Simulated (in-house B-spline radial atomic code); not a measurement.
# Pm⁴⁹⁺: RPA and G0W0 on different mean-field starts

Aim: see how far the highest quasi-particle level and the RPA correlation energy of Pm⁴⁹⁺ depend on the orbitals that they are built on.

Method: RPA, second order, AC-SOSEX and G0W0 (contour deformation) on a non-relativistic mean field, all electrons; no spin-orbit coupling, Breit or QED terms. Code: an in-house B-spline radial atomic code, version 1.

### 1 The system

| Property | Result |
| --- | --- |
| element | promethium (Z = 61) |
| charge | +49 |
| electrons | 12 |
| configuration | [Ne] 3s2 |
| next ion, run as well | [Ne] 3s1 |
| Hamiltonian | non-relativistic, point nucleus |
| starts | Hartree-Fock, PBE, PBE0, exchange-only LDA |

Outer shells as boxes (Hund's rule):

Pm49+
```
[Ne] core
3s [↑↓]
```

### 2 Run with the Hartree-Fock start

Settings, as recorded:

```ini
Z = 61
electrons = 12.0
configuration = [Ne] 3s2
hamiltonian = nr
method = hf
lmax = 9
spin_polarised = False
box_radius = 2.13
intervals = 46
```

Command:

```
$ python run_gw.py task.json out
```

One command runs all members of the session, one after another, from task.json.

Main fields of the result record, rounded:

```text
{
  "status": "converged",
  "energies [hartree]": {
    "mean_field": -7232.249909,
    "exx_total": -7232.249909,
    "exchange": -107.3235505,
    "rpa": -0.95866397,
    "rpa_summed": -0.95484742,
    "direct_second_order": -1.0293787,
    "second_order_exchange": 0.39575843,
    "sosex": 0.36596869
  },
  "rpa_by_multipole [hartree]": [-0.152559, -0.541909, -0.147816, -0.0674181, -0.0237807, -0.0105438, -0.00536497, -0.00300045, -0.00179765, -0.000572133, -8.54832e-05],
  "polarisability [bohr^3: independent particles, RPA]": [0.0112222, 0.00769218],
  "gap [hartree]": 6.894326,
  "levels [hartree]": [
    {"name": "3s", "occ": 1, "e": -153.0331, "sx": -4.806231, "vxc": -4.806231, "sc": -0.2598984, "z": 0.986227, "qp": -153.2933, "tail": -0.0003441776},
    {"name": "2p", "occ": 1, "e": -360.476, "sx": -15.04439, "vxc": -15.04439, "sc": 0.13813, "z": 0.9616721, "qp": -360.3387, "tail": -0.0008142974},
    {"name": "1s", "occ": 1, "e": -1708.456, "sx": -41.92851, "vxc": -41.92851, "sc": 0.8603821, "z": 0.9960308, "qp": -1707.596, "tail": -0.0002370454},
    {"name": "3p", "occ": 0, "e": -146.1387, "sx": -1.879173, "vxc": -1.879173, "sc": -0.1280099, "z": 0.9862283, "qp": -146.2672, "tail": -0.0004194891}
  ],
  "ion_energies [hartree]": {
    "mean_field": -7079.223738,
    "exx_total": -7079.223738,
    "exchange": -104.4106368,
    "rpa": -0.73704438,
    "rpa_summed": -0.73352065,
    "direct_second_order": -0.75807972,
    "second_order_exchange": 0.3118392,
    "sosex": 0.30102675
  }
}
```

Wall time 1.5 s (1 thread, shared host).

In the record, exx_total is the Hartree-Fock functional on the start's orbitals, rpa_summed the RPA energy up to lmax and rpa the same with the tail beyond it, gap the smallest same-spin excitation energy of the start. For a level, e is the start's value, sx and sc the exchange and correlation self-energies, vxc the start's own term, z the quasi-particle weight, and qp = e + sx − vxc + sc + tail. Deeper levels of weight under 0.85 meet poles of the self-energy and are not shown.

The 3s level moves from -4164.2 to -4171.3 eV (weight 0.99).

The largest part of the RPA energy comes from multipole 1 (57 % of the sum).

### 3 Run with the PBE start

Changes to the settings of step 2:

```diff
@@ -4,3 +4,3 @@
 hamiltonian = nr
-method = hf
+method = pbe,pbe
 lmax = 9
```

From the record:

```text
{
  "status": "converged",
  "energies [hartree]": {
    "mean_field": -7232.118425,
    "exx_total": -7232.243269,
    "exchange": -107.2959555,
    "rpa": -1.1079927,
    "rpa_summed": -1.1041679,
    "direct_second_order": -1.2699068,
    "second_order_exchange": 0.51296648,
    "sosex": 0.43903422
  },
  "rpa_by_multipole [hartree]": [-0.156269, -0.674084, -0.159852, -0.0684861, -0.0240056, -0.0106103, -0.00538902, -0.00301043, -0.00180223, -0.000573587, -8.55746e-05],
  "polarisability [bohr^3: independent particles, RPA]": [0.0196459, 0.0108201],
  "gap [hartree]": 3.850215,
  "levels [hartree]": [
    {"name": "3s", "occ": 1, "e": -151.7718, "sx": -4.837368, "vxc": -3.574328, "sc": -0.3255792, "z": 0.9747948, "qp": -153.3607, "tail": -0.0003427274},
    {"name": "2p", "occ": 1, "e": -355.6267, "sx": -15.04144, "vxc": -10.18959, "sc": 0.1850319, "z": 0.9917041, "qp": -360.2944, "tail": -0.0008327414},
    {"name": "2s", "occ": 1, "e": -366.3938, "sx": -15.41385, "vxc": -9.412399, "sc": -0.04846691, "z": 0.9761444, "qp": -372.4445, "tail": -0.0007589457},
    {"name": "1s", "occ": 1, "e": -1692.308, "sx": -41.9204, "vxc": -25.7672, "sc": 0.9623737, "z": 0.9946167, "qp": -1707.499, "tail": -0.0002362358},
    {"name": "3p", "occ": 0, "e": -147.9215, "sx": -1.907517, "vxc": -3.700204, "sc": -0.173246, "z": 0.9711195, "qp": -146.3025, "tail": -0.0004269214}
  ],
  "ion_energies [hartree]": {
    "mean_field": -7078.833479,
    "exx_total": -7079.217736,
    "exchange": -104.380357,
    "rpa": -0.79370091,
    "rpa_summed": -0.79017068,
    "direct_second_order": -0.8310681,
    "second_order_exchange": 0.37543851,
    "sosex": 0.3497111
  }
}
```

Wall time 1.5 s (1 thread, shared host).

The 3s level moves from -4129.9 to -4173.2 eV (weight 0.97).

### 4 Run with the PBE0 start

Changes to the settings of step 3:

```diff
@@ -4,3 +4,3 @@
 hamiltonian = nr
-method = pbe,pbe
+method = pbe0
 lmax = 9
```

From the record:

```text
{
  "status": "converged",
  "energies [hartree]": {
    "mean_field": -7232.27707,
    "exx_total": -7232.24624,
    "exchange": -107.3032582,
    "rpa": -1.0576906,
    "rpa_summed": -1.0538677,
    "direct_second_order": -1.1821899,
    "second_order_exchange": 0.46989029,
    "sosex": 0.41417716
  },
  "rpa_by_multipole [hartree]": [-0.155315, -0.628722, -0.15622, -0.068216, -0.0239493, -0.0105939, -0.00538319, -0.00300807, -0.00180117, -0.000573262, -8.55534e-05],
  "polarisability [bohr^3: independent particles, RPA]": [0.016487, 0.00980283],
  "gap [hartree]": 4.614848,
  "levels [hartree]": [
    {"name": "3s", "occ": 1, "e": -152.1001, "sx": -4.829472, "vxc": -3.895717, "sc": -0.3067199, "z": 0.9786702, "qp": -153.3409, "tail": -0.0003484253},
    {"name": "2p", "occ": 1, "e": -356.8553, "sx": -15.04224, "vxc": -11.41974, "sc": 0.1707565, "z": 0.9938118, "qp": -360.3079, "tail": -0.0008309705},
    {"name": "2s", "occ": 1, "e": -367.9119, "sx": -15.42466, "vxc": -10.93923, "sc": -0.110419, "z": 0.9656229, "qp": -372.5085, "tail": -0.0007494029},
    {"name": "1s", "occ": 1, "e": -1696.35, "sx": -41.9224, "vxc": -29.81297, "sc": 0.9340037, "z": 0.9943285, "qp": -1707.526, "tail": -0.0002366375},
    {"name": "3p", "occ": 0, "e": -147.4852, "sx": -1.900332, "vxc": -3.252598, "sc": -0.1580293, "z": 0.9767349, "qp": -146.2914, "tail": -0.0004215113}
  ],
  "ion_energies [hartree]": {
    "mean_field": -7079.045888,
    "exx_total": -7079.22042,
    "exchange": -104.3882959,
    "rpa": -0.77475194,
    "rpa_summed": -0.77122335,
    "direct_second_order": -0.80533095,
    "second_order_exchange": 0.35209919,
    "sosex": 0.33269766
  }
}
```

Wall time 1.5 s (1 thread, shared host).

The 3s level moves from -4138.9 to -4172.6 eV (weight 0.98).

### 5 Run with the exchange-only LDA start

Changes to the settings of step 4:

```diff
@@ -4,3 +4,3 @@
 hamiltonian = nr
-method = pbe0
+method = lda,
 lmax = 9
```

From the record:

```text
{
  "status": "converged",
  "energies [hartree]": {
    "mean_field": -7224.10452,
    "exx_total": -7232.238055,
    "exchange": -107.2415677,
    "rpa": -1.1118691,
    "rpa_summed": -1.1080447,
    "direct_second_order": -1.277183,
    "second_order_exchange": 0.51654328,
    "sosex": 0.44095136
  },
  "rpa_by_multipole [hartree]": [-0.156435, -0.677616, -0.160047, -0.0684751, -0.0240022, -0.0106091, -0.00538851, -0.0030102, -0.00180211, -0.000573641, -8.55438e-05],
  "polarisability [bohr^3: independent particles, RPA]": [0.0199335, 0.0109071],
  "gap [hartree]": 3.792756,
  "levels [hartree]": [
    {"name": "3s", "occ": 1, "e": -151.6208, "sx": -4.838241, "vxc": -3.420262, "sc": -0.323499, "z": 0.9750468, "qp": -153.3626, "tail": -0.0003424254},
    {"name": "2p", "occ": 1, "e": -355.3359, "sx": -15.03608, "vxc": -9.875416, "sc": 0.1887548, "z": 0.991072, "qp": -360.3086, "tail": -0.0008283666},
    {"name": "2s", "occ": 1, "e": -365.9779, "sx": -15.40054, "vxc": -8.972106, "sc": -0.03999136, "z": 0.9774541, "qp": -372.4471, "tail": -0.0007571907},
    {"name": "1s", "occ": 1, "e": -1690.666, "sx": -41.89453, "vxc": -24.05341, "sc": 0.972096, "z": 0.9944613, "qp": -1707.535, "tail": -0.0002274757},
    {"name": "3p", "occ": 0, "e": -147.828, "sx": -1.909258, "vxc": -3.604483, "sc": -0.1705645, "z": 0.9710522, "qp": -146.3038, "tail": -0.0004250556}
  ],
  "ion_energies [hartree]": {
    "mean_field": -7071.040516,
    "exx_total": -7079.21306,
    "exchange": -104.3290256,
    "rpa": -0.79501411,
    "rpa_summed": -0.79148447,
    "direct_second_order": -0.83296914,
    "second_order_exchange": 0.37723007,
    "sosex": 0.35095023
  }
}
```

Wall time 1.5 s (1 thread, shared host).

G0W0 moves 3s down by 47.4 eV, to -4173.2 eV.

### 6 Comparison

```tsv
start	level	mean field (eV)	G0W0 (eV)	weight	RPA (hartree)	RPA+SOSEX (hartree)	α, direct RPA (bohr³)	time	miss (eV)
Hartree-Fock	3s	-4164.2	-4171.3	0.986	-0.95866	-0.59270	0.007692	1.5 s	-200
PBE	3s	-4129.9	-4173.2	0.975	-1.10799	-0.66896	0.01082	1.5 s	-198
PBE0	3s	-4138.9	-4172.6	0.979	-1.05769	-0.64351	0.009803	1.5 s	-198
exchange-only LDA	3s	-4125.8	-4173.2	0.975	-1.11187	-0.67092	0.01091	1.5 s	-198
```

The miss is the G0W0 removal energy (the level with its sign changed) less the tabulated theoretical ionisation energy, 4371.0 ± 4 eV. Times are single runs on a shared host.

Removal energy from total energies of the two species (eV):

```tsv
start	mean field	HF functional	RPA	RPA+SOSEX	second order
Hartree-Fock	4164.1	4164.1	4170.1	4168.3	4169.2
PBE	4171.1	4164.0	4172.6	4170.2	4172.2
PBE0	4169.6	4164.0	4171.7	4169.5	4171.1
exchange-only LDA	4165.1	4164.0	4172.6	4170.2	4172.3
```

### 7 What came out

| quantity | value |
| --- | --- |
| highest level, mean field (range over the runs) | -4164.2 to -4125.8 eV |
| highest level, G0W0 (range over the runs) | -4173.2 to -4171.3 eV |
| RPA correlation energy | -1.112 to -0.959 hartree |
| RPA+SOSEX | -0.6709 to -0.5927 hartree |
| tabulated theoretical ionisation energy (3s shell) | 4371.0 ± 4 eV (NIST Atomic Spectra Database, ionization energies) |
| G0W0 removal energy less that value | -200 to -198 eV |

The starts spread the highest level over 38.4 eV; after G0W0 1.9 eV remain, 4.9 % of that. Starts without exact exchange bind the level too weakly, through self-interaction, and G0W0 pulls it down by 43 to 47 eV. RPA gives the most correlation on exchange-only LDA and the least on Hartree-Fock (14 % apart); over the runs it loosely follows the gap of the start, as smaller excitation energies give more correlation. The tabulated theoretical ionisation energy is 4371.0 ± 4 eV. G0W0 is off by about -198 eV (-4.5 %) in every run shown, whatever the start. Relativity, left out here, binds an s electron more tightly: it works in the direction of closing this gap. Read as a removal energy, the bare PBE level is off by -241 eV (-5.5 %) and the nearest bare level, Hartree-Fock's, by -207 eV. As differences of total energies the mean miss over the starts is 204 eV for mean field, 199 eV for RPA, 201 eV for RPA+SOSEX. For so heavy an element the non-relativistic levels are a model, not the real atom's.
